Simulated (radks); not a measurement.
**Ionising gallium step by step, Ga¹⁶⁺ to Ga³⁰⁺**

How much does each further electron of gallium cost? Each ion is computed in its NIST ground configuration. Each value is a difference of total energies (Δ-SCF).

Method: Dirac Kohn-Sham, exchange-only PBE, spin-unpolarised, spherical densities, finite nucleus; open shells fill j = l - 1/2 first. Code: radks (a radial shooting solver on a logarithmic mesh, Libxc functionals) version 1.

## 1. Starting point

```
element             : gallium (Z = 31)
charges             : 16 to 30
first configuration : [Ne] 3s2 3p3
last configuration  : 1s1
```

In the logs a row gives level, spin channel, occupation and eigenvalue; Etot, Ekin, Encl (electron-nucleus), Eh (Hartree) and Exc are energies, all in hartree; err is the last residual, it the number of iterations.

## 2. Ga¹⁶⁺, [Ne] 3s2 3p3

The run's settings:

```text
Z 31
configuration [Ne] 3s2 3p3
relativity Dirac
functional pbe,
spin unpolarised
j_filling energy
nucleus finite rms 3.9973 fm
c 137.035999084
```

The program printed:

```text
1s1/2   1   2.0000        -397.32257587
2s1/2   1   2.0000         -67.41840008
2p1/2   1   2.0000         -62.22992894
2p3/2   1   4.0000         -61.19790564
3s1/2   1   2.0000         -22.85506481
3p1/2   1   2.0000         -21.14923297
3p3/2   1   1.0000         -20.93808642
Etot -1811.763859572889
Ekin 1852.1474584312011
Encl -4028.0009599245022
Eh 420.7328853191832
Exc -56.64324339877079
err 6.108825591712726e-09
it 14
```

Highest occupied level: 3p3/2 at -569.75 eV.

From the orbitals of this run (lengths in bohr):

| level | occupation | energy (eV) | <r> | outermost maximum (interpolated) | 90 % within | nodes |
| --- | --- | --- | --- | --- | --- | --- |
| 1s1/2 | 2 | -10811.7 | 0.04860 | 0.0318 | 0.0869 | 0 |
| 2s1/2 | 2 | -1834.5 | 0.2157 | 0.182 | 0.333 | 1 |
| 2p1/2 | 2 | -1693.4 | 0.1864 | 0.144 | 0.304 | 0 |
| 2p3/2 | 4 | -1665.3 | 0.1898 | 0.147 | 0.309 | 0 |
| 3s1/2 | 2 | -621.92 | 0.5588 | 0.519 | 0.814 | 2 |
| 3p1/2 | 2 | -575.50 | 0.5473 | 0.503 | 0.813 | 1 |
| 3p3/2 | 1 | -569.75 | 0.5529 | 0.509 | 0.820 | 1 |

The radial density on a logarithmic grid:

| r (bohr) | 4πr²ρ (e/bohr) |
| --- | --- |
| 0.00182 | 0.8973 |
| 0.00254 | 1.651 |
| 0.00353 | 2.942 |
| 0.00494 | 5.187 |
| 0.00691 | 8.832 |
| 0.00967 | 14.33 |
| 0.0134 | 21.53 |
| 0.0188 | 29.82 |
| 0.0263 | 36.46 |
| 0.0368 | 38.05 |
| 0.0515 | 34.01 |
| 0.0714 | 30.37 |
| 0.0999 | 34.79 |
| 0.140 | 42.66 |
| 0.196 | 36.94 |
| 0.272 | 19.50 |
| 0.380 | 11.66 |
| 0.532 | 11.79 |
| 0.744 | 5.435 |
| 1.03 | 0.7540 |
| 1.45 | 0.01957 |

## 3. Ga¹⁷⁺, [Ne] 3s2 3p2

Settings, as their differences from step 2:

```diff
@@ -1,3 +1,3 @@
 Z 31
-configuration [Ne] 3s2 3p3
+configuration [Ne] 3s2 3p2 4s0 3d0
 relativity Dirac
```

The program printed:

```text
1s1/2   1   2.0000        -399.55092604
2s1/2   1   2.0000         -69.38805042
2p1/2   1   2.0000         -64.24178136
2p3/2   1   4.0000         -63.20488099
3s1/2   1   2.0000         -24.34966472
3p1/2   1   2.0000         -22.66306628
3p3/2   1   0.0000         -22.44441982
4s1/2   1   0.0000         -12.17023539
3d3/2   1   0.0000         -19.91137869
3d5/2   1   0.0000         -19.86853747
Etot -1790.0745356525103
Ekin 1830.4409947894956
Encl -3958.456290676014
Eh 393.01654022635887
Exc -55.075779992350775
err 5.585981030847332e-09
it 14
```

Removing an electron from Ga¹⁶⁺ costs 590.20 eV. 3p1/2 is the highest filled level (-616.69 eV).

## 4. Ga¹⁸⁺, [Ne] 3s2 3p1

Settings, as their differences from step 3:

```diff
@@ -1,3 +1,3 @@
 Z 31
-configuration [Ne] 3s2 3p2 4s0 3d0
+configuration [Ne] 3s2 3p1
 relativity Dirac
```

The program printed:

```text
1s1/2   1   2.0000        -401.87546097
2s1/2   1   2.0000         -71.42284484
2p1/2   1   2.0000         -66.32280182
2p3/2   1   4.0000         -65.28052096
3s1/2   1   2.0000         -25.86999420
3p1/2   1   1.0000         -24.20624518
3p3/2   1   0.0000         -23.97979163
Etot -1766.641531275007
Ekin 1806.5183292236472
Encl -3885.6233900009756
Eh 365.98483845156363
Exc -53.52130894924207
err 3.6345161914415836e-10
it 15
```

Removing an electron from Ga¹⁷⁺ costs 637.64 eV. Highest occupied level: 3p1/2 at -658.69 eV.

## 5. Ga¹⁹⁺, [Ne] 3s2

Settings, as their differences from step 4:

```diff
@@ -1,3 +1,3 @@
 Z 31
-configuration [Ne] 3s2 3p1
+configuration [Ne] 3s2 3p0 4s0
 relativity Dirac
```

The program printed:

```text
1s1/2   1   2.0000        -404.26846613
2s1/2   1   2.0000         -73.50531672
2p1/2   1   2.0000         -68.45513596
2p3/2   1   4.0000         -67.40707818
3s1/2   1   2.0000         -27.40401816
3p1/2   1   0.0000         -25.76689102
3p3/2   1   0.0000         -25.53235344
4s1/2   1   0.0000         -14.17129653
Etot -1741.656222853438
Ekin 1781.0040064915615
Encl -3810.5880936179765
Eh 339.94217034842046
Exc -52.014306075443486
err 6.07421861551083e-09
it 14
```

E(Ga¹⁹⁺) − E(Ga¹⁸⁺) = 679.88 eV. Highest occupied level: 3s1/2 at -745.70 eV.

## 6. Ga²⁰⁺, [Ne] 3s1

Settings, as their differences from step 5:

```diff
@@ -1,3 +1,3 @@
 Z 31
-configuration [Ne] 3s2 3p0 4s0
+configuration [Ne] 3s1
 relativity Dirac
```

The program printed:

```text
1s1/2   1   2.0000        -406.60787261
2s1/2   1   2.0000         -75.56215760
2p1/2   1   2.0000         -70.55407964
2p3/2   1   4.0000         -69.50091458
3s1/2   1   1.0000         -28.91870586
Etot -1713.4955856023798
Ekin 1752.1826965014095
Encl -3730.966138727671
Eh 315.88060716526525
Exc -50.59275054138346
err 3.5494342069393665e-09
it 13
```

E(Ga²⁰⁺) − E(Ga¹⁹⁺) = 766.29 eV. Highest occupied level: 3s1/2 at -786.92 eV.

## 7. Ga²¹⁺, [Ne]

Settings, as their differences from step 6:

```diff
@@ -1,3 +1,3 @@
 Z 31
-configuration [Ne] 3s1
+configuration [Ne]
 relativity Dirac
```

The program printed:

```text
1s1/2   1   2.0000        -408.99817111
2s1/2   1   2.0000         -77.64970693
2p1/2   1   2.0000         -72.68822713
2p3/2   1   4.0000         -71.62945724
Etot -1683.8095275170615
Ekin 1721.7954429402216
Encl -3649.3610468769893
Eh 293.02789640368405
Exc -49.271819983977764
err 2.9595890585456507e-09
it 13
```

Removing an electron from Ga²⁰⁺ costs 807.80 eV. Highest occupied level: 2p3/2 at -1949.1 eV.

## 8. Ga²²⁺, [He] 2s2 2p5

Settings, as their differences from step 7:

```diff
@@ -1,3 +1,3 @@
 Z 31
-configuration [Ne]
+configuration [He] 2s2 2p5
 relativity Dirac
```

The program printed:

```text
1s1/2   1   2.0000        -415.00173005
2s1/2   1   2.0000         -81.80371555
2p1/2   1   2.0000         -77.19589585
2p3/2   1   3.0000         -76.10056631
Etot -1609.9521774270186
Ekin 1647.9063847184352
Encl -3459.545020212525
Eh 246.70713252957313
Exc -45.020674462501944
err 2.021792359396302e-09
it 13
```

Removing an electron from Ga²¹⁺ costs 2009.8 eV. 2p3/2 is the highest filled level (-2070.8 eV).

## 9. Ga²³⁺, [He] 2s2 2p4

Settings, as their differences from step 8:

```diff
@@ -1,3 +1,3 @@
 Z 31
-configuration [He] 2s2 2p5
+configuration [He] 2s2 2p4 3s0 3p0
 relativity Dirac
```

The program printed:

```text
1s1/2   1   2.0000        -421.16498180
2s1/2   1   2.0000         -86.02822442
2p1/2   1   2.0000         -81.79401683
2p3/2   1   2.0000         -80.66111286
3s1/2   1   0.0000         -34.78437588
3p1/2   1   0.0000         -33.41572684
3p3/2   1   0.0000         -33.12644324
Etot -1531.5785654379874
Ekin 1569.474401035559
Encl -3264.2440582551244
Eh 204.01363367445333
Exc -40.82254189287525
err 1.62801723256234e-09
it 13
```

Removing an electron from Ga²²⁺ costs 2132.7 eV. 2p3/2 is the highest filled level (-2194.9 eV).

## 10. Ga²⁴⁺, [He] 2s2 2p3

Settings, as their differences from step 9:

```diff
@@ -1,3 +1,3 @@
 Z 31
-configuration [He] 2s2 2p4 3s0 3p0
+configuration [He] 2s2 2p3 3s0 3p0
 relativity Dirac
```

The program printed:

```text
1s1/2   1   2.0000        -427.48478330
2s1/2   1   2.0000         -90.31780158
2p1/2   1   2.0000         -86.47647043
2p3/2   1   1.0000         -85.30497727
3s1/2   1   0.0000         -37.05664724
3p1/2   1   0.0000         -35.81048837
3p3/2   1   0.0000         -35.50225328
Etot -1448.6021523318598
Ekin 1486.410709588789
Encl -3063.4818081112858
Eh 165.1758268060953
Exc -36.70688061545819
err 1.3283805977176467e-09
it 13
```

Removing an electron from Ga²³⁺ costs 2257.9 eV. The top filled level is 2p3/2, -2321.3 eV.

## 11. Ga²⁵⁺, [He] 2s2 2p2

Settings, as their differences from step 10:

```diff
@@ -1,3 +1,3 @@
 Z 31
-configuration [He] 2s2 2p3 3s0 3p0
+configuration [He] 2s2 2p2 3s0 3p0
 relativity Dirac
```

The program printed:

```text
1s1/2   1   2.0000        -433.95690795
2s1/2   1   2.0000         -94.66473470
2p1/2   1   2.0000         -91.23466642
2p3/2   1   0.0000         -90.02356806
3s1/2   1   0.0000         -39.37668904
3p1/2   1   0.0000         -38.26621105
3p3/2   1   0.0000         -37.93843454
Etot -1360.9436596346295
Ekin 1398.6336976784555
Encl -2857.287575805615
Eh 130.4203245040938
Exc -32.71010601156409
err 1.014533535681703e-09
it 13
```

Ionisation energy of Ga²⁴⁺: 2385.3 eV. The top filled level is 2p1/2, -2482.6 eV.

## 12. Ga²⁶⁺, [He] 2s2 2p1

Settings, as their differences from step 11:

```diff
@@ -1,3 +1,3 @@
 Z 31
-configuration [He] 2s2 2p2 3s0 3p0
+configuration [He] 2s2 2p1 3s0 3p0
 relativity Dirac
```

The program printed:

```text
1s1/2   1   2.0000        -440.70363026
2s1/2   1   2.0000         -99.09096006
2p1/2   1   1.0000         -96.09850266
2p3/2   1   0.0000         -94.84559101
3s1/2   1   0.0000         -41.74964516
3p1/2   1   0.0000         -40.78954129
3p3/2   1   0.0000         -40.44140315
Etot -1267.2818750596537
Ekin 1302.2416086491435
Encl -2640.30410085731
Eh 99.58332725333628
Exc -28.802710104823497
err 1.6660583495532164e-09
it 13
```

Ionisation energy of Ga²⁵⁺: 2548.7 eV. The top filled level is 2p1/2, -2615.0 eV.

## 13. Ga²⁷⁺, [He] 2s2

Settings, as their differences from step 12:

```diff
@@ -1,3 +1,3 @@
 Z 31
-configuration [He] 2s2 2p1 3s0 3p0
+configuration [He] 2s2
 relativity Dirac
```

The program printed:

```text
1s1/2   1   2.0000        -447.59044447
2s1/2   1   2.0000        -103.54882778
Etot -1168.7306249464814
Ekin 1200.7483236736998
Encl -2417.704194788188
Eh 73.34776351355495
Exc -25.122517345548204
err 1.2941990369529756e-09
it 13
```

E(Ga²⁷⁺) − E(Ga²⁶⁺) = 2681.7 eV. The top filled level is 2s1/2, -2817.7 eV.

## 14. Ga²⁸⁺, [He] 2s1

Settings, as their differences from step 13:

```diff
@@ -1,3 +1,3 @@
 Z 31
-configuration [He] 2s2
+configuration [He] 2s1
 relativity Dirac
```

The program printed:

```text
1s1/2   1   2.0000        -453.73290232
2s1/2   1   1.0000        -107.59142902
Etot -1063.1513837225616
Ekin 1091.8292371233567
Encl -2187.1452288165083
Eh 54.039991183138824
Exc -21.875383212548954
err 1.109075272581091e-09
it 13
```

Removing an electron from Ga²⁷⁺ costs 2873.0 eV. The top filled level is 2s1/2, -2927.7 eV.

## 15. Ga²⁹⁺, [He]

Settings, as their differences from step 14:

```diff
@@ -1,3 +1,3 @@
 Z 31
-configuration [He] 2s1
+configuration [He]
 relativity Dirac
```

The program printed:

```text
1s1/2   1   2.0000        -459.91673285
Etot -953.6090069154627
Ekin 978.7852145935725
Encl -1952.2642968991386
Eh 39.01405356005269
Exc -19.14397816994934
err 1.3527601068663252e-09
it 13
```

Ionisation energy of Ga²⁸⁺: 2980.8 eV. 1s1/2 is the highest filled level (-12515.0 eV).

## 16. Ga³⁰⁺, 1s1

Settings, as their differences from step 15:

```diff
@@ -1,3 +1,3 @@
 Z 31
-configuration [He]
+configuration 1s1
 relativity Dirac
```

The program printed:

```text
1s1/2   1   1.0000        -477.23006037
Etot -484.977904829513
Ekin 497.88734119401164
Encl -984.6887326642643
Eh 9.850322569933674
Exc -8.026835929194032
err 1.3121621783269498e-10
it 13
```

E(Ga³⁰⁺) − E(Ga²⁹⁺) = 12752.1 eV. Highest occupied level: 1s1/2 at -12986.1 eV.

## 17. Results

| species | configuration | Δ-SCF (eV) | −ε(HOMO) (eV) | NIST (eV) | error (%) |
| --- | --- | --- | --- | --- | --- |
| Ga¹⁶⁺ | [Ne] 3s2 3p3 | 590.20 | 569.75 | 600 (semi-emp.) | -1.6 |
| Ga¹⁷⁺ | [Ne] 3s2 3p2 | 637.64 | 616.69 | 640 (semi-emp.) | -0.4 |
| Ga¹⁸⁺ | [Ne] 3s2 3p1 | 679.88 | 658.69 | 677 (semi-emp.) | +0.4 |
| Ga¹⁹⁺ | [Ne] 3s2 | 766.29 | 745.70 | 766 (semi-emp.) | +0.1 |
| Ga²⁰⁺ | [Ne] 3s1 | 807.80 | 786.92 | 807.31 (semi-emp.) | +0.1 |
| Ga²¹⁺ | [Ne] | 2009.8 | 1949.1 | 2010 (semi-emp.) | -0.0 |
| Ga²²⁺ | [He] 2s2 2p5 | 2132.7 | 2070.8 | 2129 (semi-emp.) | +0.2 |
| Ga²³⁺ | [He] 2s2 2p4 | 2257.9 | 2194.9 | 2258 (semi-emp.) | -0.0 |
| Ga²⁴⁺ | [He] 2s2 2p3 | 2385.3 | 2321.3 | 2391 (semi-emp.) | -0.2 |
| Ga²⁵⁺ | [He] 2s2 2p2 | 2548.7 | 2482.6 | 2544 (semi-emp.) | +0.2 |
| Ga²⁶⁺ | [He] 2s2 2p1 | 2681.7 | 2615.0 | 2683 (semi-emp.) | -0.0 |
| Ga²⁷⁺ | [He] 2s2 | 2873.0 | 2817.7 | 2868 (semi-emp.) | +0.2 |
| Ga²⁸⁺ | [He] 2s1 | 2980.8 | 2927.7 | 2984.4 (theory) | -0.1 |
| Ga²⁹⁺ | [He] | 12752.1 | 12515.0 | 12696.6 (theory) | +0.4 |
| Ga³⁰⁺ | 1s1 | 13196.9 | 12986.1 | 13239.5 (theory) | -0.3 |

Reference values: NIST Atomic Spectra Database (exp. measured, semi-emp. semi-empirical, theory a theoretical value adopted there). The steepest step, after dividing by the final charge, comes at Ga²⁹⁺ in [He], where the value goes from 2980.8 to 12752.1 eV. There the highest level belongs to another shell. Against the measured or semi-empirical entries the Δ-SCF values err by -0.1 % on average (signed), at worst -1.6 % (Ga¹⁶⁺). Minus the highest eigenvalue gives 97 to 98 % of the Δ-SCF value along the ladder. Spin polarisation and multiplet splitting are left out, so open shells lie too high by an amount that depends on their filling.
